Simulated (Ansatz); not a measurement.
# C: the cost of one run

Program: Ansatz 0.2.0. Level of theory: DFT PBE, scalar-relativistic, plane waves, PAW. These are calculated values, not measurements.

39 further runs of the same task are left out: 39 set aside as unsound or not needed.

### Step 1. The system as given

Symmetry: P6_3/mmc, No. 194, hexagonal system. Conventional cell: a = 2.466 Å, b = 2.466 Å, c = 31.948 Å, α = 90.00°, β = 90.00°, γ = 120.00°. C (site symmetry 3m) is surrounded by 3 C at 1.42 Å. Around C (site symmetry -6m2) lie 3 C at 1.42 Å.

As a file:

```xyz
12
Lattice="2.4664 0.0000 0.0000 -1.2332 2.1360 0.0000 0.0000 0.0000 31.9478" Properties=species:S:1:pos:R:3 pbc="T T T"
C     1.2332    0.7120   31.3275
C     1.2332    0.7120   15.3536
C     1.2332    0.7120   23.9847
C     1.2332    0.7120    8.0109
C     0.0000    0.0000   19.6692
C     0.0000    1.4240    8.0108
C     0.0000    0.0000    3.6953
C     1.2332    0.7120   19.6692
C     0.0000    1.4240   23.9848
C     0.0000    1.4240    3.6953
C     0.0000    1.4240   15.3536
C     0.0000    1.4240   31.3275
```

It goes back to an entry of the Materials Project.

This cell was relaxed beforehand with the same method: volume 14.03 Å³/atom, gap on the mesh none (metal).

### Step 2. Plan of the line

Atoms count from 1 in the order of the input.

The energy is mapped over a free internal coordinate and the cell.

First coordinate, shift of C2 along [0 0 1], its symmetry partners moved as symmetry demands (measured in the relaxed cell): 9 values from −0.171 Å. Second coordinate, volume per atom at fixed shape: 9 values from 12.06 to 15.99 Å³.

Nothing else is relaxed (all other coordinates fixed). Energies count from the relaxed crystal. Points are written as (first, second).

### Step 3. Grid point (−0.171 Å, 14.52 Å³)

Input file input.yaml:

```yaml
crystal:
  lattice:
    - [2.494899416, 0.0, 0.0]
    - [-1.247449708, 2.1606462742, 0.0]
    - [0.0, 0.0, 32.3162834291]
  atoms:
    - { symbol: C, position: [0.6666666667, 0.3333333333, 0.9805841193] }
    - { symbol: C, position: [0.6666666667, 0.3333333333, 0.4752331672] }
    - { symbol: C, position: [0.6666666667, 0.3333333333, 0.7561001628] }
    - { symbol: C, position: [0.6666666667, 0.3333333333, 0.2507492107] }
    - { symbol: C, position: [0.0, 0.0, 0.615666665] }
    - { symbol: C, position: [0.3333333333, 0.6666666667, 0.2561001628] }
    - { symbol: C, position: [0.0, 0.0, 0.115666665] }
    - { symbol: C, position: [0.6666666667, 0.3333333333, 0.615666665] }
    - { symbol: C, position: [0.3333333333, 0.6666666667, 0.7507492107] }
    - { symbol: C, position: [0.3333333333, 0.6666666667, 0.115666665] }
    - { symbol: C, position: [0.3333333333, 0.6666666667, 0.4805841193] }
    - { symbol: C, position: [0.3333333333, 0.6666666667, 0.9752331672] }
basis:
  ecutwfc: 520.0
kpoints:
  mp_grid: { grid: [18, 18, 2] }
hamiltonian:
  xc: pbe
  pseudopotentials: { kind: paw, azcp: { folder: soft_1 } }
scf:
  occupations: { method: gaussian, width: 0.15 }
output:
  forces: true
  stress: true
  eigenvalues: true
```

Command:

```bash
$ ansatz run input.yaml --threads 4 --pin off --max-ram 8192MiB --backend cpu --events-out ev --progress --plain --runs-dir out
```

What time and memory should one allow on 4 threads of Arm Neoverse V2, shared host?

About 11 s, with a peak of 0.88 GiB.
